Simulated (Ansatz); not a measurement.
**CHAlIO+: one structure at several levels**

A test off equilibrium: a structure displaced at random from a GFN2-xTB minimum is computed at several levels, and each is set against CCSD(T).

Program: Ansatz 0.2.0, Gaussian basis. Level of theory: single points in def2-TZVPP. These are calculated values, not measurements.

Correlated methods freeze the cores. Filled d shells of the heavier atoms are correlated. Core potentials replace the inner electrons past krypton, and spin-orbit coupling is left out.

## (1) The starting structure

SMILES `O=[C+][AlH][I]`, 5 atoms, charge 1, spin multiplicity 1.

Atoms are counted from 1 here; the program's logs count them from 0.

Bond lengths: O1–C2 1.113 Å, C2–Al3 2.176 Å, Al3–I4 2.493 Å, Al3–H5 1.547 Å. Angles: O1–C2–Al3 172.7°, C2–Al3–I4 97.6°, C2–Al3–H5 105.4°, I4–Al3–H5 157.0°.

Geometry (Å):

```xyz
5
charge 1, multiplicity 1
O     0.5984   -1.8260    1.3373
C     0.4729   -0.8903    0.7486
Al   -0.0354    0.8597   -0.4407
I    -2.1994    0.0223   -1.3520
H     1.1360    1.8500   -0.2367
```

## (2) CCSD(T)/def2-TZVPP

Input file run/in.yaml:

```yaml
crystal:
  periodic: [false, false, false]
  atoms:
    - {symbol: O, position_ang: [0.598400, -1.826000, 1.337300]}
    - {symbol: C, position_ang: [0.472900, -0.890300, 0.748600]}
    - {symbol: Al, position_ang: [-0.035400, 0.859700, -0.440700]}
    - {symbol: I, position_ang: [-2.199400, 0.022300, -1.352000]}
    - {symbol: H, position_ang: [1.136000, 1.850000, -0.236700]}
basis:
  gaussian: {orbitals: def2-TZVPP}
total_charge: 1
correlation: {method: ccsd_t}
output: {forces: true}
```

The command line of these runs was not kept.

## (3) PBE0-D4/def2-TZVPP

Edit run/in.yaml of step 2 so:

```diff
@@ -11,3 +11,3 @@
 total_charge: 1
-correlation: {method: ccsd_t}
-output: {forces: true}
+hamiltonian: {xc: pbe0, dispersion: d4}
+output: {forces: true, orbitals: {seedname: orbitals}}
```

## (4) wB97M-V/def2-TZVPP

Edit run/in.yaml of step 3 so:

```diff
@@ -11,3 +11,3 @@
 total_charge: 1
-hamiltonian: {xc: pbe0, dispersion: d4}
-output: {forces: true, orbitals: {seedname: orbitals}}
+hamiltonian: {xc: {name: wB97M-V}}
+output: {forces: true}
```

## (5) r2SCAN-D4/def2-TZVPP

Edit run/in.yaml of step 4 so:

```diff
@@ -11,3 +11,3 @@
 total_charge: 1
-hamiltonian: {xc: {name: wB97M-V}}
+hamiltonian: {xc: r2scan, dispersion: d4}
 output: {forces: true}
```

## (6) PBE-D4/def2-TZVPP

Edit run/in.yaml of step 5 so:

```diff
@@ -11,3 +11,3 @@
 total_charge: 1
-hamiltonian: {xc: r2scan, dispersion: d4}
+hamiltonian: {xc: pbe, dispersion: d4}
 output: {forces: true}
```

## (7) HSE06-D4/def2-TZVPP

Edit run/in.yaml of step 6 so:

```diff
@@ -11,3 +11,3 @@
 total_charge: 1
-hamiltonian: {xc: pbe, dispersion: d4}
+hamiltonian: {xc: hse06, dispersion: d4}
 output: {forces: true}
```

## (8) LC-wPBE/def2-TZVPP

Edit run/in.yaml of step 7 so:

```diff
@@ -11,3 +11,3 @@
 total_charge: 1
-hamiltonian: {xc: hse06, dispersion: d4}
+hamiltonian: {xc: {name: LC-wPBE}}
 output: {forces: true}
```

(Steps that only read results are left out.)

**Question.** What will these runs give? Wanted: energy less free atoms, CCSD(T)/def2-TZVPP; RMS force component; RMS force error; HOMO and LUMO, PBE0-D4; T1 diagnostic.

The runs gave:

| quantity | value |
| --- | --- |
| energy less free atoms, CCSD(T)/def2-TZVPP | -992.4 kJ/mol |
| RMS force component | 0.465 to 0.782 eV/Å over the methods |
| RMS force error | PBE0-D4 0.482, wB97M-V 0.537, r2SCAN-D4 0.214, PBE-D4 0.272, HSE06-D4 0.466, LC-wPBE 0.651 eV/Å |
| HOMO and LUMO, PBE0-D4 | -12.85 and -8.34 eV |
| T1 diagnostic | 0.014 |

What this shows: Against CCSD(T) the functionals' energies less atoms differ by -97.4 to -9.5 kJ/mol, PBE-D4 by -97.4 kJ/mol. CCSD(T) in triple zeta still lacks some correlation energy of the bonds, so part of these gaps is its own basis error and they don't rank the functionals. The forces of r2SCAN-D4 come nearest to CCSD(T), those of LC-wPBE are farthest. Frozen-core CCSD(T) forces in triple zeta carry basis errors of their own, and this is one geometry, so small gaps rank nothing.
